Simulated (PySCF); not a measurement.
# C2H6BNO3: the cost of one run

Programs: PySCF 2.14.0, with density-fitted response routines of our own. Each step states its level of theory. These are calculated values for one molecule in the gas phase, unless marked as measured. Atoms count from 0, in the outputs and in this text.

### 1 The starting structure

13 atoms, charge 0, multiplicity 1; geometry from: GFN2-xTB. The atoms were then displaced at random by about 0.01 Å, so the start is not that level's minimum.

Bonds of the start (Å): C0–C1 1.54, C1–O2 1.22, C1–N3 1.33, N3–B4 1.49, B4–O5 1.35, B4–O6 1.34, C0–H7 1.11, C0–H8 1.07, C0–H9 1.07, N3–H10 1.00, O5–H11 0.95, O6–H12 0.95.

### 2 Relaxing the molecule at PBE0-D3(BJ)/def2-SVP

Job settings and geometry (Å):

```
{"job": {"xc": "PBE0", "basis": "def2-SVP", "d3": "d3bj", "grid": 1, "shake": 0.01, "kind": "geom"}, "charge": 0, "multiplicity": 1}
C      2.117660    -0.151600    -0.590410
C      0.756960     0.455870    -0.201680
O      0.548290     1.656330    -0.119600
N     -0.179620    -0.452960     0.043500
B     -1.584560    -0.129890     0.429500
O     -2.410230    -1.172090     0.637840
O     -1.968010     1.147820     0.588630
H      2.841160     0.677390    -0.707980
H      2.435110    -0.823320     0.181960
H      1.997380    -0.656150    -1.531100
H      0.024520    -1.431200    -0.039120
H     -3.286790    -0.921130     0.902930
H     -1.286030     1.784050     0.395210
```

The run is started by

```sh
OMP_NUM_THREADS=1 python probes_run.py task.json out
```

The driver reads the jobs from task.json and runs them one after another.

**Question.** How long does this first job take on 1 thread of AMD EPYC 9R45, shared host, and how much memory does it need?

About 36 s, with a peak of 0.51 GiB.
